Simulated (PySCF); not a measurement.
# KLi: basis, grid and Hamiltonian

Which parts of the numerical set-up matter for KLi? Each run edits the base script.

Program: PySCF 2.14.0. Level of theory: each script names its method and basis. These are calculated values, not measurements.

1 further run of the same task is left out (it didn't finish).

### Step 1. The starting structure

KLi: 2 atoms, charge 0, spin multiplicity 1.

Bond lengths: K1–Li2 3.230 Å.

### Step 2. The base run

Input file input.py:

```python
from pyscf import gto, scf, mcscf

mol = gto.M(
    atom='K 0 0 0; Li 0 0 3.23',
    basis='jorge-dzp',
    charge=0,
    spin=0,
    verbose=3,
)
mf = scf.RHF(mol)
mf.kernel()
mc = mcscf.CASCI(mf, 4, 4)
mc.kernel()
mc.analyze()
mf.dip_moment()
print('orbital energies (hartree):', mf.mo_energy[..., max(0, mol.nelec[1]-3):mol.nelec[0]+3].round(4))
```

Command:

```bash
$ python input.py
```

Its log is not repeated here.

Base result: E(SCF) = -606.580056 Eh, E(CAS) − E(SCF) = -0.00558 Eh, μ = 4.07 D (of the SCF density).

The bond length is a typed value, not an optimised one.

### Step 3. Def2-tzvpp

Variant 1 changes basis set: jorge-dzp → def2-tzvpp.

Input file input.py:

```python
from pyscf import gto, scf, mcscf

mol = gto.M(
    atom='K 0 0 0; Li 0 0 3.23',
    basis='def2-tzvpp',
    charge=0,
    spin=0,
    verbose=3,
)
mf = scf.RHF(mol)
mf.kernel()
mc = mcscf.CASCI(mf, 4, 4)
mc.kernel()
mc.analyze()
mf.dip_moment()
print('orbital energies (hartree):', mf.mo_energy[..., max(0, mol.nelec[1]-3):mol.nelec[0]+3].round(4))
```

Command:

```bash
$ python input.py
```

### Step 4. 6-311g**

Variant 2 changes basis set: jorge-dzp → 6-311g**.

Edit input.py of step 2 so:

```diff
@@ -4,3 +4,3 @@
     atom='K 0 0 0; Li 0 0 3.23',
-    basis='jorge-dzp',
+    basis='6-311g**',
     charge=0,
```

Before running it: what results should come out? Wanted: for each run, E(SCF); from base; gap; SCF dipole; after the SCF.

The runs gave:

| run | E(SCF) (hartree) | from base (eV) | gap (eV) | SCF dipole (D) | functions | after the SCF |
| --- | --- | --- | --- | --- | --- | --- |
| base | -606.580056 | 0 | 4.33 | 4.07 | 46 | CASCI correlation -0.152 eV |
| def2-tzvpp | -606.584205 | -0.1129 | 4.36 | 4.03 | 52 | CASCI correlation -0.178 eV |
| 6-311g** | -606.579404 | +0.0177 | 4.24 | 4.10 | 57 | CASCI correlation -0.056 eV |

In words: The largest comparable shift of the SCF energy, -0.113 eV, comes with the run “def2-tzvpp”. def2-tzvpp (52 functions) gives an energy 0.11 eV lower than jorge-dzp (46). 6-311g** (57 functions) gives an energy 0.02 eV higher than jorge-dzp (46); size alone doesn't order basis sets of different families.
